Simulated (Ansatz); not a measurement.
# BrClH4OSn: the cost of one run

All numbers below are computed with Ansatz 0.2.0 (RKS PBE0-D4/def2-SVP).

## Step 1: The starting structure

Bond lengths: Sn1–Cl2 2.760 Å, Sn1–H3 1.740 Å, Sn1–H4 1.739 Å, Sn1–O5 1.959 Å, O5–H6 1.010 Å, Sn1–Br7 2.890 Å, Br7–H8 1.811 Å. Angles: Cl2–Sn1–H3 109.4°, Cl2–Sn1–H4 109.5°, Cl2–Sn1–O5 109.5°, Cl2–Sn1–Br7 71.6°, H3–Sn1–H4 109.5°, H3–Sn1–O5 109.5°, H3–Sn1–Br7 178.9°, H4–Sn1–O5 109.5°, H4–Sn1–Br7 69.8°, O5–Sn1–Br7 70.1°, Sn1–O5–H6 109.5°, Sn1–Br7–H8 66.8°.

Coordinates:

```xyz
8

Sn    0.0000    0.0000    0.0000
Cl    0.0000    0.0000    2.7600
H     1.6408    0.0000   -0.5794
H    -0.8195    1.4198   -0.5794
O    -0.9232   -1.5994   -0.6527
H    -1.3778   -2.0650    0.1197
Br   -2.7426    0.0087    0.9113
H    -1.5398    0.0049    2.2648
```

## Step 2: Pulling towards end A

Springs on the bonds that form and break draw the guess towards this end; the thresholds are loose.

input.yaml reads:

```yaml
crystal:
  periodic: [false, false, false]
  atoms:
    - { symbol: Sn, position_ang: [0.0, 0.0, 0.0] }
    - { symbol: Cl, position_ang: [0.0, 0.0, 2.76] }
    - { symbol: H, position_ang: [1.6408, 0.0, -0.5794] }
    - { symbol: H, position_ang: [-0.8195, 1.4198, -0.5794] }
    - { symbol: O, position_ang: [-0.9232, -1.5994, -0.6527] }
    - { symbol: H, position_ang: [-1.3778, -2.065, 0.1197] }
    - { symbol: Br, position_ang: [-2.7426, 0.0087, 0.9113] }
    - { symbol: H, position_ang: [-1.5398, 0.0049, 2.2648] }
basis:
  gaussian: { orbitals: def2-SVP }
hamiltonian:
  xc: pbe0
  dispersion: d4
relax:
  f_tol: 0.15
  max_steps: 25
  restrain:
    - { distance: [0, 6], at: 3.79, k: 30.0 }
    - { distance: [7, 1], at: 2.57, k: 30.0 }
    - { distance: [0, 1], at: 2.41, k: 30.0 }
    - { distance: [7, 6], at: 1.55, k: 30.0 }
```

The run is started by

```bash
$ ansatz run input.yaml --threads 4 --pin off --max-ram 5120MiB --backend cpu --events-out ev --progress --plain --runs-dir out
```

**Question.** How long does this run take on 4 threads of Arm Neoverse V1, shared host, and how much memory does it need?

About 22 s, with a peak of 0.3 GiB.
